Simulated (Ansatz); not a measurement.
# GaIr4: one candidate of a structure search

Aim: relax a trial structure of GaIr4 and see where it ends.

Program: Ansatz 0.2.0. Level of theory: DFT PBE, scalar-relativistic, plane waves, PAW. These are calculated values, not measurements.

**1. The system as given**

The structure is cubic, space group I-43m (No. 217). Conventional cell: a = 5.564 Å, b = 5.564 Å, c = 5.564 Å, α = 90.00°, β = 90.00°, γ = 90.00°. Ga (site symmetry -43m) is surrounded by 4 Ir at 1.78 Å. Ir (site symmetry 3m) is surrounded by 1 Ga at 1.78 Å.

As a file:

```
CELL_PARAMETERS angstrom
-2.78212 2.78212 2.78212
2.78212 -2.78212 2.78212
2.78212 2.78212 -2.78212
ATOMIC_POSITIONS crystal
Ga 0.00000 0.00000 0.00000
Ir 0.00000 0.63058 0.00000
Ir 0.36942 0.36942 0.36942
Ir 0.00000 0.00000 0.63058
Ir 0.63058 0.00000 0.00000
```

The cell is invented: species swapped into a database cell of GeF4 (I-43m, No. 217), with Ga on the Ge sites and Ir on the F sites. The dimensions are guesses.

**2. Probe: one point on a coarse mesh**

The input, input.yaml:

```yaml
crystal:
  lattice:
    - [-2.78212478, 2.78212478, 2.78212478]
    - [2.78212478, -2.78212478, 2.78212478]
    - [2.78212478, 2.78212478, -2.78212478]
  atoms:
    - { symbol: Ga, position: [0.0, 0.0, 0.0] }
    - { symbol: Ir, position: [0.0, 0.63058078, 0.0] }
    - { symbol: Ir, position: [0.36941922, 0.36941922, 0.36941922] }
    - { symbol: Ir, position: [0.0, 0.0, 0.63058078] }
    - { symbol: Ir, position: [0.63058078, 0.0, 0.0] }
basis:
  ecutwfc: 420
kpoints:
  mp_grid: { grid: [4, 4, 4] }
hamiltonian:
  xc: pbe
scf:
  occupations: { method: gaussian, width: 0.1 }
  lower_state_search: "off"
output:
  forces: true
  stress: true
  eigenvalues: true
```

Started as:

```
$ ansatz run input.yaml --threads 1 --pin off --max-ram 2560MiB --backend cpu --events-out ev --progress --plain --runs-dir out
```

Further runs follow: rough relaxation on the coarse mesh; spin check on a coarse mesh; full relaxation.

What does the calculation give? Wanted: conventional cell; volume; energy over the elements; gap on the mesh.

The runs gave:

| quantity | value |
| --- | --- |
| symmetry at the end (tolerance 0.05 Å) | space group Im-3m (No. 229) |
| conventional cell | a = 5.577 Å, b = 5.577 Å, c = 5.577 Å, α = 90.00°, β = 90.00°, γ = 90.00° |
| volume | 17.35 Å³/atom |
| energy over the elements | +0.94 eV/atom |
| gap on the mesh | none (metal) |

What this shows: The symmetry goes from space group I-43m (No. 217) to space group Im-3m (No. 229), and the volume per atom grows by 0.7 % from the first guess. The formation energy is positive, so the separate elements lie lower. No finished test with a distortion of lower symmetry is shown, so the end may be a saddle point. The runs treat Ir without spin-orbit coupling. Where forces pass 15 eV/Å atoms stand far too close, the PAW spheres overlap strongly and those numbers are rough. Other magnetic orders were not searched.
